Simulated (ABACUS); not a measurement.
# Hf in ABACUS: notebook, part 2 of 2

ABACUS 3.10.1. The steps go on from the part before.

### Step 3. Single point, PBE

File INPUT:

```
INPUT_PARAMETERS
suffix              Hf
calculation         scf
basis_type          pw
pseudo_dir          ./
symmetry            1
dft_functional      pbe
ecutwfc             58
pseudo_rcut         7
nspin               1
nbands              36
ks_solver           dav
smearing_method     fd
smearing_sigma      0.00367493
scf_thr             1e-08
scf_nmax            100
mixing_type         broyden
mixing_beta         0.3
cal_force           1
mixing_ndim         12
out_chg             1
out_pot             2
out_elf             1
```

File STRU:

```
ATOMIC_SPECIES
Hf 178.4900 Hf.upf

LATTICE_CONSTANT
1.8897261246

LATTICE_VECTORS
3.1966985242 0.0000000000 0.0000000000
-1.5983492621 2.7684221302 0.0000000000
0.0000000000 0.0000000000 25.1156000000

ATOMIC_POSITIONS
Direct

Hf
0.0
5
0.3333333333 0.6666666666 0.2986191849 1 1 1
0.6666666667 0.3333333334 0.3993095924 1 1 1
0.3333333333 0.6666666666 0.5000000000 1 1 1
0.6666666667 0.3333333334 0.6006904076 1 1 1
0.3333333333 0.6666666666 0.7013808151 1 1 1
```

File KPT:

```
K_POINTS
0
Gamma
7 7 1 0 0 0
```

Potentials or basis: PseudoDojo NC SR 0.4.1 PBE standard, plane waves.

The run is started by

```console
$ OMP_NUM_THREADS=1 mpirun -np 4 abacus > log
```

running log:

```text
ABACUS v3.10.1

               Atomic-orbital Based Ab-initio Computation at UStc

 ------------------------------------------------------------------------------------

 READING GENERAL INFORMATION
                           global_out_dir = OUT.Hf/
                           global_in_card = INPUT
                               pseudo_dir = ./
                              orbital_dir =
                                    DSIZE = 4
                                    GSIZE = 1

 READING UNITCELL INFORMATION
                                    ntype = 1
                  lattice constant (Bohr) = 1.88973
              lattice constant (Angstrom) = 1

 READING ATOM TYPE 1
                               atom label = Hf
                      L=0, number of zeta = 1
                      L=1, number of zeta = 1
                      L=2, number of zeta = 1
             number of atom for this type = 5

                        TOTAL ATOM NUMBER = 5
DIRECT COORDINATES
    atom                   x                   y                   z     mag                  vx                  vy                  vz
taud_Hf1            0.3333333333        0.6666666666        0.2986191849  0.0000        0.0000000000        0.0000000000        0.0000000000
taud_Hf2            0.6666666667        0.3333333334        0.3993095924  0.0000        0.0000000000        0.0000000000        0.0000000000
taud_Hf3            0.3333333333        0.6666666666        0.5000000000  0.0000        0.0000000000        0.0000000000        0.0000000000
taud_Hf4            0.6666666667        0.3333333334        0.6006904076  0.0000        0.0000000000        0.0000000000        0.0000000000
taud_Hf5            0.3333333333        0.6666666666        0.7013808151  0.0000        0.0000000000        0.0000000000        0.0000000000

                          Volume (Bohr^3) = 1499.94
                             Volume (A^3) = 222.268

 Lattice vectors: (Cartesian coordinate: in unit of a_0)
              +3.1967                  +0                  +0
             -1.59835            +2.76842                  +0
                   +0                  +0            +25.1156
 Reciprocal vectors: (Cartesian coordinate: in unit of 2 pi/a_0)
            +0.312823           +0.180608                  -0
                   -0           +0.361217                  -0
                   +0                  -0          +0.0398159
 The esolver type has been set to : ksdft_pw
[... 187 lines left out ...]

 number of pseudo atomic orbitals for Hf is 4
WARNING: norm of atomic wavefunction # 3 of atomic type Hf is 0.996017, renormalized
WARNING: norm of atomic wavefunction # 4 of atomic type Hf is 0.993003, renormalized

 -------------------------------------------
 SELF-CONSISTENT
 -------------------------------------------
                                 init_chg = atomic

 PW ALGORITHM --------------- ION=   1  ELEC=   1--------------------------------

 Density error is 4.49051329413
                          Error Threshold = 0.01
----------------------------------------------------------
     Energy           Rydberg                 eV
----------------------------------------------------------
 E_KohnSham     -563.1572909162      -7662.1480267040
 E_Harris       -462.4264029166      -6291.6339853090
 E_Fermi        0.3574849818         4.8638327025
----------------------------------------------------------
[... 207 lines left out ...]
 Density error is 1.00135117015e-09
                          Error Threshold = 2.69227522507e-11
----------------------------------------------------------
     Energy           Rydberg                 eV
----------------------------------------------------------
 E_KohnSham     -563.9904720028      -7673.4840369476
 E_KS(sigma->0) -563.9884827349      -7673.4569715696
 E_Harris       -563.9916681095      -7673.5003108136
 E_band         -92.4813707662       -1258.2736012710
 E_one_elec     -2966.9112996688     -40366.8991360816
 E_Hartree      1482.6257268305      20172.1578862858
 E_xc           -142.2698035603      -1935.6799817607
 E_Ewald        1062.5688829316      14456.9913253648
 E_entropy(-TS) -0.0039785358        -0.0541307559
 E_descf        0.0000000000         0.0000000000
 E_exx          0.0000000000         0.0000000000
 E_Fermi        0.3894672623         5.2989739517
----------------------------------------------------------

 charge density convergence is achieved
 final etot is -7673.4840369 eV
 EFERMI = 5.2989739517 eV
The vacuum level is 9.6536682622 eV

 STATE ENERGY(eV) AND OCCUPATIONS    NSPIN == 1
 1/8 kpoint (Cartesian) = 0.0000 0.0000 0.0000 (2818 pws)
       1       -56.9113      0.0408163
       2       -56.9113      0.0408163
       3       -56.5342      0.0408163
       4       -56.5013      0.0408163
       5       -56.4820      0.0408163
       6       -25.7567      0.0408163
[... 218 lines left out ...]
      35        6.38275    1.88985e-10
      36        6.56036    5.41652e-12

[... levels at 2 further k points ...]

------------------------------------------------------------------------------------------
 TOTAL-FORCE (eV/Angstrom)
------------------------------------------------------------------------------------------
                       Hf1         0.0000000000         0.0000000000         0.6344663723
                       Hf2         0.0000000000         0.0000000000        -0.8041881867
                       Hf3         0.0000000000         0.0000000000         0.0000000000
                       Hf4         0.0000000000         0.0000000000         0.8041881867
                       Hf5         0.0000000000         0.0000000000        -0.6344663723
------------------------------------------------------------------------------------------

 --------------------------------------------
 !FINAL_ETOT_IS -7673.4840369476178239 eV
 --------------------------------------------
```

Wall time 29 s (4 MPI ranks of Intel Xeon 6975P-C (Granite Rapids), shared host); peak memory 0.6 GiB.

Results:

| Item | Value |
| --- | --- |
| Free energy | -7673.4840 eV |
| Largest force | 0.804 eV/Å |
| Band gap on the k mesh | none (metal or under the smearing width) |
| Work function of the upper face | 4.35 eV |
| Work function of the lower face | 4.35 eV |

Forces in eV/Å, atoms in the order of the input:
```
Hf   0.000  0.000  0.634
Hf   0.000  0.000 -0.804
Hf   0.000  0.000  0.000
Hf   0.000  0.000  0.804
Hf   0.000  0.000 -0.634
```

Levels at points of the mesh, in eV from the Fermi level:
```
           k point  band 27  band 28  band 29  band 30  band 31  band 32  band 33  band 34
(0.00, 0.00, 0.00)     0.04     0.28     0.53     0.78     1.13     1.13     1.14     1.14
```
